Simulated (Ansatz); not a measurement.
# CH₆AlBO: one species, many methods

An exercise on one series of results from a longer session: the logs are not shown, and one member is left open.

Computed with Ansatz 0.2.0, Gaussian basis. Level: functionals in def2-TZVPP, the program's frozen cores in correlated methods.

Levels to be run: LDA (SPW92), PBE-D4, revPBE-D4, BLYP-D4, r2SCAN-D4, B97M-V, PBE0-D4, B3LYP-D4, r2SCANh-D4, r2SCAN0-D4, HSE06-D4, BHLYP-D4, CAM-B3LYP-D4, LC-ωPBE, ωB97X-V, ωB97M-V, B2PLYP, PBE-QIDH; CCSD(T)/def2-SVP; CCSD(T)/def2-TZVPP; MP2/def2-QZVPP; extrapolation to the limit; RPA on PBE.

## The relaxed structure

All runs share one geometry, relaxed beforehand with PBE0-D4 in a triple-zeta def2 set.

10 atoms, charge 0, spin multiplicity 1.

Atoms are counted from 1 here; the program's logs count them from 0.

Bond lengths: B1–C2 1.509 Å, B1–H5 1.199 Å, B1–H6 1.202 Å, C2–Al3 1.973 Å, C2–H7 1.094 Å, C2–H8 1.095 Å, Al3–O4 1.693 Å, Al3–H9 1.581 Å, O4–H10 0.956 Å. Angles: C2–B1–H5 120.9°, C2–B1–H6 120.5°, H5–B1–H6 118.4°, B1–C2–Al3 102.1°, B1–C2–H7 117.5°, B1–C2–H8 117.1°, Al3–C2–H7 102.4°, Al3–C2–H8 101.1°, H7–C2–H8 113.0°, C2–Al3–O4 116.1°, C2–Al3–H9 123.1°, O4–Al3–H9 120.8°, Al3–O4–H10 123.8°.

Geometry (Å):

```xyz
10
CH6AlBO
B    -1.39411    0.68390   -0.53963
C    -0.81393   -0.66911   -0.20734
Al    0.88594   -0.18591    0.66985
O     2.21812    0.02258   -0.35405
H    -1.15002    1.21772   -1.58512
H    -2.03098    1.29212    0.27781
H    -0.47848   -1.29381   -1.04022
H    -1.30507   -1.24191    0.58609
H     1.04920   -0.08707    2.23977
H     3.10234    0.21029   -0.04417
```

The first run:

Input file in.yaml:

```yaml
crystal:
  periodic: [false, false, false]
  atoms:
    - {symbol: B, position_ang: [-1.394112, 0.683901, -0.539634]}
    - {symbol: C, position_ang: [-0.813935, -0.669113, -0.207340]}
    - {symbol: Al, position_ang: [0.885941, -0.185914, 0.669850]}
    - {symbol: O, position_ang: [2.218123, 0.022580, -0.354049]}
    - {symbol: H, position_ang: [-1.150022, 1.217716, -1.585115]}
    - {symbol: H, position_ang: [-2.030985, 1.292123, 0.277815]}
    - {symbol: H, position_ang: [-0.478484, -1.293806, -1.040216]}
    - {symbol: H, position_ang: [-1.305069, -1.241905, 0.586087]}
    - {symbol: H, position_ang: [1.049201, -0.087069, 2.239768]}
    - {symbol: H, position_ang: [3.102343, 0.210287, -0.044166]}
basis:
  gaussian: {orbitals: def2-TZVPP}
hamiltonian: {xc: lda}
output: {orbitals: {seedname: orbitals}}
```

Command:

```console
> ansatz run in.yaml --threads 2 --pin off --events-out ev --progress --plain --max-ram 4352MiB
```

Steps of the session up to this table: LDA; PBE-D4 (GGA); revPBE-D4 (GGA); BLYP-D4 (GGA); r2SCAN-D4 (meta-GGA); B97M-V (meta-GGA); B3LYP-D4 (hybrid); r2SCANh-D4 (hybrid); r2SCAN0-D4 (hybrid); HSE06-D4 (hybrid); BHLYP-D4 (hybrid); CAM-B3LYP-D4 (range-separated); LC-ωPBE (range-separated); ωB97X-V (range-separated); ωB97M-V (range-separated); B2PLYP (double hybrid); PBE-QIDH (double hybrid).

One of the session's tables, all rows but one given; the rest of the session is left out.

It belongs to the step «Frontier levels by functional». 

| functional | HOMO (eV) | LUMO (eV) | gap (eV) |
| --- | --- | --- | --- |
| LDA (SPW92) | -7.13 | -2.64 | 4.49 |
| PBE-D4 | -7.02 | -2.38 | 4.63 |
| revPBE-D4 | -6.97 | -2.27 | 4.70 |
| BLYP-D4 | -6.88 | -2.23 | 4.66 |
| r2SCAN-D4 | -7.27 | -2.07 | 5.20 |
| B97M-V | -7.37 | -2.18 | 5.19 |
| PBE0-D4 | -8.23 | -1.52 | 6.71 |
| B3LYP-D4 | -8.01 | -1.71 | 6.30 |
| r2SCANh-D4 | -7.72 | -1.78 | 5.95 |
| r2SCAN0-D4 | -8.40 | -1.35 | 7.05 |
| HSE06-D4 | -7.83 | -1.90 | 5.93 |
| BHLYP-D4 | -9.31 | -0.62 | 8.69 |
| CAM-B3LYP-D4 | -9.56 | -0.50 | 9.07 |
| LC-ωPBE | ? | ? | ? |
| ωB97X-V | -10.57 | 0.51 | 11.08 |
| ωB97M-V | -10.41 | 0.26 | 10.67 |

**Question.** Estimate the row for LC-ωPBE.

The run gave: HOMO (eV): -10.94; LUMO (eV): 0.62; gap (eV): 11.56. In the column «HOMO (eV)» it is the lowest.
